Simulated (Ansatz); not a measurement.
# C₂HFMg (SMILES C#[C][Mg][F]): functionals against CCSD(T) at one geometry

The atoms stand at a structure displaced at random from a GFN2-xTB minimum. How far do the functionals agree with CCSD(T) there?

The runs use Ansatz 0.2.0, Gaussian basis; single points in def2-TZVPP.

Correlated methods freeze the cores. The outer core shell of Li, Na, Mg and K is correlated.

### 1 The system as given

SMILES `C#[C][Mg][F]`, 5 atoms, charge 0, spin multiplicity 1.

Atoms are counted from 1 here; the program's logs count them from 0.

Bond lengths: C1–C2 1.181 Å, C1–H5 1.057 Å, C2–Mg3 1.989 Å, Mg3–F4 1.702 Å. Angles: C2–C1–H5 177.2°, C1–C2–Mg3 178.4°, C2–Mg3–F4 178.1°.

Coordinates:

| atom | x (Å) | y (Å) | z (Å) |
| --- | --- | --- | --- |
| C1 | 1.0252 | 0.9684 | 0.8037 |
| C2 | 0.2706 | 0.2769 | 0.2151 |
| Mg3 | -0.9626 | -0.9301 | -0.7742 |
| F4 | -2.0352 | -1.9835 | -1.5711 |
| H5 | 1.6685 | 1.6262 | 1.3240 |

### 2 CCSD(T)/def2-TZVPP

run/in.yaml

```yaml
crystal:
  periodic: [false, false, false]
  atoms:
    - {symbol: C, position_ang: [1.025200, 0.968400, 0.803700]}
    - {symbol: C, position_ang: [0.270600, 0.276900, 0.215100]}
    - {symbol: Mg, position_ang: [-0.962600, -0.930100, -0.774200]}
    - {symbol: F, position_ang: [-2.035200, -1.983500, -1.571100]}
    - {symbol: H, position_ang: [1.668500, 1.626200, 1.324000]}
basis:
  gaussian: {orbitals: def2-TZVPP}
correlation: {method: ccsd_t}
output: {forces: true}
```

No record of the launch command was kept for these runs.

### 3 PBE0-D4/def2-TZVPP

Changes to run/in.yaml since step 2:

```diff
@@ -10,3 +10,3 @@
   gaussian: {orbitals: def2-TZVPP}
-correlation: {method: ccsd_t}
-output: {forces: true}
+hamiltonian: {xc: pbe0, dispersion: d4}
+output: {forces: true, orbitals: {seedname: orbitals}}
```

### 4 wB97M-V/def2-TZVPP

Changes to run/in.yaml since step 3:

```diff
@@ -10,3 +10,3 @@
   gaussian: {orbitals: def2-TZVPP}
-hamiltonian: {xc: pbe0, dispersion: d4}
-output: {forces: true, orbitals: {seedname: orbitals}}
+hamiltonian: {xc: {name: wB97M-V}}
+output: {forces: true}
```

### 5 r2SCAN-D4/def2-TZVPP

Changes to run/in.yaml since step 4:

```diff
@@ -10,3 +10,3 @@
   gaussian: {orbitals: def2-TZVPP}
-hamiltonian: {xc: {name: wB97M-V}}
+hamiltonian: {xc: r2scan, dispersion: d4}
 output: {forces: true}
```

### 6 PBE-D4/def2-TZVPP

Changes to run/in.yaml since step 5:

```diff
@@ -10,3 +10,3 @@
   gaussian: {orbitals: def2-TZVPP}
-hamiltonian: {xc: r2scan, dispersion: d4}
+hamiltonian: {xc: pbe, dispersion: d4}
 output: {forces: true}
```

### 7 HSE06-D4/def2-TZVPP

Changes to run/in.yaml since step 6:

```diff
@@ -10,3 +10,3 @@
   gaussian: {orbitals: def2-TZVPP}
-hamiltonian: {xc: pbe, dispersion: d4}
+hamiltonian: {xc: hse06, dispersion: d4}
 output: {forces: true}
```

### 8 wB97X-V/def2-TZVPP

Changes to run/in.yaml since step 7:

```diff
@@ -10,3 +10,3 @@
   gaussian: {orbitals: def2-TZVPP}
-hamiltonian: {xc: hse06, dispersion: d4}
+hamiltonian: {xc: {name: wB97X-V}}
 output: {forces: true}
```

(Steps that only read results are left out.)

**Question.** What will these runs give? Wanted: energy less free atoms, CCSD(T)/def2-TZVPP; RMS force component; RMS force error; HOMO and LUMO, PBE0-D4; T1 diagnostic.

As calculated:

```
                                  quantity                                                                                            value
energy less free atoms, CCSD(T)/def2-TZVPP                                                                                       -20.179 eV
                       RMS force component                                                             1.210 to 1.732 eV/Å over the methods
                           RMS force error  PBE0-D4 0.460, wB97M-V 0.554, r2SCAN-D4 0.354, PBE-D4 0.211, HSE06-D4 0.447, wB97X-V 0.528 eV/Å
                    HOMO and LUMO, PBE0-D4                                                                               -8.10 and -1.03 eV
                             T1 diagnostic                                                                                            0.012
```

Against CCSD(T) the functionals' energies less atoms differ by -1.234 to -0.542 eV, PBE-D4 by -1.234 eV. CCSD(T) in triple zeta still lacks some correlation energy of the bonds, so part of these gaps is its own basis error and they don't rank the functionals. On forces the order runs from PBE-D4 to wB97M-V. Frozen-core CCSD(T) forces in triple zeta carry basis errors of their own, and this is one geometry, so small gaps rank nothing.
